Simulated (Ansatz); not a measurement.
# CH₂AlNSe: vertical ionisation energy

Aim: the vertical ionisation energy of CH₂AlNSe, as cation minus neutral at the neutral's geometry, on several levels, and how well −ε(HOMO) stands in for it.

The runs use Ansatz 0.2.0, Gaussian basis; unrestricted cation, the program's frozen cores in correlated methods.

The runs, in order: UKS PBE-D4/def2-TZVPP; UKS r2SCAN-D4/def2-TZVPP; UKS PBE0-D4/def2-TZVPP; UKS B3LYP-D4/def2-TZVPP; UKS wB97X-V/def2-TZVPP; UKS wB97M-V/def2-TZVPP; UKS B2PLYP/def2-TZVPP; UHF-CCSD(T)/def2-TZVPP; UHF-MP2/def2-QZVPP; extrapolation to the limit; then −ε(HOMO) from the neutral's earlier runs with LDA (SPW92), PBE-D4, revPBE-D4, BLYP-D4, r2SCAN-D4, B97M-V, PBE0-D4, B3LYP-D4, r2SCANh-D4, r2SCAN0-D4, HSE06-D4, BHLYP-D4, CAM-B3LYP-D4, LC-ωPBE, ωB97X-V, ωB97M-V.

## (1) The relaxed structure

All runs share one geometry, relaxed beforehand with PBE0-D4 in a triple-zeta def2 set.

6 atoms, charge 0, spin multiplicity 1.

Atoms are counted from 1 here; the program's logs count them from 0.

Bond lengths: N1–C2 1.157 Å, N1–H5 1.000 Å, C2–Al3 2.058 Å, Al3–Se4 2.166 Å, Al3–H6 1.575 Å. Angles: C2–N1–H5 164.8°, N1–C2–Al3 168.0°, C2–Al3–Se4 96.7°, C2–Al3–H6 110.0°, Se4–Al3–H6 153.3°.

## (2) Cation, UKS PBE-D4/def2-TZVPP

File in.yaml:

```yaml
crystal:
  periodic: [false, false, false]
  atoms:
    - {symbol: N, position_ang: [0.483242, 0.615514, -1.590575]}
    - {symbol: C, position_ang: [0.298405, 0.415122, -0.465783]}
    - {symbol: Al, position_ang: [-0.241481, -0.289618, 1.390844]}
    - {symbol: Se, position_ang: [-1.306625, -2.042836, 0.697218]}
    - {symbol: H, position_ang: [0.503402, 0.564949, -2.588800]}
    - {symbol: H, position_ang: [0.305157, 0.672870, 2.510898]}
basis:
  gaussian: {orbitals: def2-TZVPP}
total_charge: 1
magnetization: {spin_polarized: true, initial_magnetization: 1}
hamiltonian: {xc: pbe, dispersion: d4}
```

Further steps of the session: Cation, UKS r2SCAN-D4/def2-TZVPP; Cation, UKS PBE0-D4/def2-TZVPP; Cation, UKS B3LYP-D4/def2-TZVPP; Cation, UKS wB97X-V/def2-TZVPP; Cation, UKS wB97M-V/def2-TZVPP; Cation, UKS B2PLYP (frozen core)/def2-TZVPP; Cation, UHF-CCSD(T)/def2-TZVPP; Cation, UHF-MP2/def2-QZVPP.

**Question.** What will the summary of the whole plan be? Wanted: ionisation energy, CCSD(T)/CBS; nearest functional by difference; nearest −ε(HOMO); −ε(HOMO) of PBE; T1 of the cation.

The runs gave:

```
                        quantity                value
  ionisation energy, CCSD(T)/CBS              7.78 eV
nearest functional by difference  B3LYP-D4 (+0.03 eV)
                nearest −ε(HOMO)   ωB97M-V (-0.03 eV)
                 −ε(HOMO) of PBE              4.95 eV
                T1 of the cation                0.013
```

**Reading.** Energy differences with functionals land within 0.19 eV of the reference. −ε(HOMO) of PBE misses by 2.8 eV, since self-interaction lifts the level. Among orbital estimates ωB97M-V comes nearest. Hartree-Fock falls 1.33 eV short, as the neutral has more correlation energy than the cation. Correlated methods include outer-core shells of Se, which these sets cover unevenly. With outer-core shells in play the reference is unsure by up to some tenths of an eV, so close misses can't be ranked.
